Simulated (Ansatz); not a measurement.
# HNW: the cost of one run

Method: def2-QZVPP, core rule «outside noble gas», up to 5 orbitals frozen; program: Ansatz 0.2.0, Gaussian basis.

The runs, in order: UHF; ROHF; CCSD(T) on UHF.

2 further runs of the same task are left out: 2 set aside as unsound or not needed.

**1. The geometry**

The geometry is a PBE0/def2-TZVP stationary point (not a proven minimum) of the parent state, kept for this charge and spin. No spin-orbit coupling is included. Elements past krypton take def2 core potentials.

3 atoms, charge 0, spin multiplicity 3.

Atoms are counted from 1 here; the program's logs count them from 0.

Bond lengths: W1–N2 1.684 Å, N2–H3 1.008 Å. Angles: W1–N2–H3 180.0°.

Geometry (Å):

```xyz
3
charge 0, multiplicity 3
W     0.0000    0.0000    1.4585
N     0.0000    0.0000   -0.2253
H     0.0000    0.0000   -1.2331
```

**2. UHF**

Contents of in.yaml:

```yaml
crystal:
  periodic: [false, false, false]
  atoms:
    - {symbol: W, position_ang: [0.000000, 0.000000, 1.458467]}
    - {symbol: N, position_ang: [0.000000, 0.000000, -0.225333]}
    - {symbol: H, position_ang: [0.000000, 0.000000, -1.233133]}
basis:
  gaussian: {orbitals: "def2-QZVPP.json"}
magnetization: {spin_polarized: true, initial_magnetization: 2}
hamiltonian: {xc: hf}
output: {orbitals: {seedname: orbitals}}
```

Started as:

```bash
$ ansatz run in.yaml --threads 1 --pin off --events-out ev --progress --plain --max-ram 4096MiB --backend cpu
```

Q: Estimate wall time and peak memory on 1 thread of AMD EPYC 7R13, shared host.

About 10 s, with a peak of 0.39 GiB.
